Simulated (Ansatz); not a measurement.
# SiH (SMILES [SiH]) at UBCCD(T)/6-311G(d,p)

What is the electronic atomisation energy of SiH at UBCCD(T)/6-311G**? 

Program for the calculation: Ansatz 0.2.0.

66 further runs of the same task are left out: 2 that didn't finish, 64 set aside as unsound or not needed.

### Step 1. The molecule

The species is SiH (2 atoms), meant as a doublet with charge 0. As SMILES, `[SiH]`. The coordinates come from a GFN2-xTB relaxation.

Bond lengths: Si1–H2 1.517 Å.

### Step 2. The energy at UBCCD(T)/6-311G(d,p)

Input file in.yaml:

```yaml
crystal:
  periodic: [false, false, false]
  atoms:
    - {symbol: Si, position_ang: [0.000000, 0.000000, 0.000000]}
    - {symbol: H, position_ang: [0.000000, 0.000000, 1.516560]}
basis:
  gaussian: {orbitals: 6-311G_st__st_-spherical.json}
accuracy: high
correlation: {method: bccd_t, frozen_orbitals: {H: 0, Si: 5}}
scf: {omitted_lower_state_checks: [cluster_reference, increment]}
magnetization: {spin_polarized: true, initial_magnetization: 1}
```

The basis set 6-311G** is read from a file made from the Basis Set Exchange's data (not shown).

Launch:

```sh
ansatz run in.yaml --threads 1 --pin off --max-ram 2610MiB --events-out events.jsonl --progress --plain --runs-dir runs
```

The log of the run:

```text
Warning: RAYON_NUM_THREADS=1 ignored (pool sized by the plan → 1); use --threads N
Functional definition: HF
  name "HF"
  exchange = exact_x
  correlation = 0
these checks for a lower state are left out or cut short: cluster_reference, increment
456 factors; integrals over basis functions are off by at most 4.1e-9 eV
mean field evaluation 1: about -7875.4759 eV, gradient 5.1e0 eV
mean field evaluation 2: about -7875.4770 eV, gradient 5.1e0 eV
mean field evaluation 4: about -7875.8121 eV, gradient 4.6e-1 eV
mean field evaluation 8: about -7875.8151 eV, gradient 7.1e-4 eV
mean field evaluation 16: about -7875.8150 eV, gradient 2.8e-2 eV
mean field evaluation 32: about -7875.8074 eV, gradient 1.8e-1 eV
mean field -7875.81505028 eV, -289.4308646786 hartree, gradient 4.9e-8 eV, S^2 0.760891; 4 other end points of the search recorded, 0 dependent functions left out
5 core orbitals not correlated: weight in the atoms' cores, before any rotation towards them, 1.000 or more for the frozen orbitals, at most 0.000 for the correlated occupied ones
reference -7875.81505028 eV, -289.4308646786 hartree; 3, 2 occupied and 24, 25 virtual orbitals, 456 factors
second order -1.74071446 eV of doubles, -0.00000000 eV of singles
cycle   1  -2.13715816 eV  change   -4.0e-1 eV  update   5.7e-2
cycle   2  -2.32173200 eV  change   -1.8e-1 eV  update   2.5e-2
cycle   3  -2.32872551 eV  change   -7.0e-3 eV  update   6.9e-3
cycle   4  -2.32991989 eV  change   -1.2e-3 eV  update   1.6e-3
cycle   5  -2.32950829 eV  change    4.1e-4 eV  update   6.0e-4
cycle   6  -2.32937052 eV  change    1.4e-4 eV  update   2.2e-4
cycle   7  -2.32948394 eV  change   -1.1e-4 eV  update   5.6e-5
cycle   8  -2.32946321 eV  change    2.1e-5 eV  update   1.8e-5
cycle   9  -2.32945471 eV  change    8.5e-6 eV  update   8.4e-6
cycle  10  -2.32945818 eV  change   -3.5e-6 eV  update   2.7e-6
cycle  11  -2.32945872 eV  change   -5.4e-7 eV  update   7.8e-7
cycle  12  -2.32945824 eV  change    4.8e-7 eV  update   2.4e-7
cycle  13  -2.32945815 eV  change    9.0e-8 eV  update   7.8e-8
cycle  14  -2.32945816 eV  change   -1.2e-8 eV  update   4.2e-8
cycle  15  -2.32945815 eV  change    9.5e-9 eV  update   2.5e-8
cycle  16  -2.32945817 eV  change   -1.4e-8 eV  update   1.3e-8
cycle  17  -2.32945810 eV  change    6.5e-8 eV  update   4.5e-8
cycle  18  -2.32945807 eV  change    3.2e-8 eV  update   1.9e-8
cycle  19  -2.32945807 eV  change    4.8e-9 eV  update   6.3e-9
cycle  20  -2.32945806 eV  change    1.2e-9 eV  update   2.4e-9
cycle  21  -2.32945806 eV  change    1.3e-9 eV  update   1.3e-9
cycle  22  -2.32945806 eV  change  -8.1e-12 eV  update  4.4e-10
perturbative correction -0.04607460 eV, -0.0016932103 hartree
Total energy: -7878.19058294 eV, -289.5181638938 hartree
Checks for a lower state left out: cluster_reference, increment
```

It took 0.58 s on 1 thread of Arm Neoverse V2, shared host; peak memory 0.095 GiB.

### Step 3. The H atom: a single-point energy at UHF/6-311G(d,p)

Input file job.yaml:

```yaml
crystal:
  periodic: [false, false, false]
  atoms:
    - symbol: H
      position_ang: [0.000000, 0.000000, 0.000000]
basis:
  gaussian:
    orbitals: 6-311G_st__st_.json
magnetization:
  spin_polarized: true
  initial_magnetization: 1
hamiltonian:
  xc: hf
accuracy: high
```

The basis set 6-311G** is read from a file made from the Basis Set Exchange's data (not shown).

Launch:

```sh
ansatz run job.yaml --threads 1 --pin off --max-ram 2610MiB --events-out events.jsonl --progress --plain --runs-dir runs
```

The log of the run:

```text
Warning: RAYON_NUM_THREADS=1 ignored (pool sized by the plan → 1); use --threads N
[... 4 set-up lines as earlier in the session ...]
21 factors; integrals over basis functions are off by at most 2.5e-9 eV
mean field evaluation 1: about -13.5530 eV, gradient 1.7e0 eV
mean field evaluation 2: about -13.5530 eV, gradient 1.7e0 eV
mean field evaluation 4: about -13.6006 eV, gradient 3.0e-3 eV
mean field evaluation 8: about -13.6005 eV, gradient 1.7e-12 eV
mean field -13.60051793 eV, -0.4998098153 hartree, gradient 8.0e-8 eV, S^2 0.750000; 0 other end points of the search recorded, 0 dependent functions left out
reference -13.60051793 eV, -0.4998098153 hartree; 1, 0 occupied and 5, 6 virtual orbitals, 21 factors
Total energy: -13.60051793 eV, -0.4998098153 hartree
```

It took 0.04 s on 1 thread of Arm Neoverse V2, shared host.

### Step 4. The Si atom at the same level

Input file run.yaml:

```yaml
crystal:
  periodic: [false, false, false]
  atoms:
    - {symbol: Si, position_ang: [0.000000, 0.000000, 0.000000]}
basis:
  gaussian: {orbitals: 6-311G_st__st_-spherical.json}
magnetization: {spin_polarized: true, initial_magnetization: 2}
correlation: {method: bccd_t, frozen_orbitals: {Si: 5}}
accuracy: high
scf: {omitted_lower_state_checks: [cluster_reference, increment]}
```

The basis set 6-311G** is read from a file made from the Basis Set Exchange's data (not shown).

Run the same way, it converges to -288.90926 Eh (log not shown).

### Step 5. Outcome

At UBCCD(T)/6-311G**, 5 core orbitals frozen:

| quantity | value |
| --- | --- |
| molecule: total energy | -289.51816 Eh |
| molecule: correlation energy (5 core orbitals frozen) | -87.3 mEh |
| molecule: (T) correction | -1.69 mEh |
| molecule: ⟨S²⟩ of the reference determinant | 0.761 |
| H atom: total energy | -0.49981 Eh |
| H atom: ⟨S²⟩ | 0.750 |
| Si atom: total energy | -288.90926 Eh |
| Si atom: correlation energy (5 core orbitals frozen) | -58.9 mEh |
| Si atom: (T) correction | -0.97 mEh |
| Si atom: ⟨S²⟩ of the reference determinant | 2.006 |
| electronic atomisation energy | 2.968 eV |

In words: Taking the molecule apart into free atoms costs 2.97 eV (286 kJ/mol), before zero-point energy and without spin-orbit coupling. The triples (molecule) make up 1.9 % of the correlation energy. The triples (Si atom) make up 1.6 % of the correlation energy.
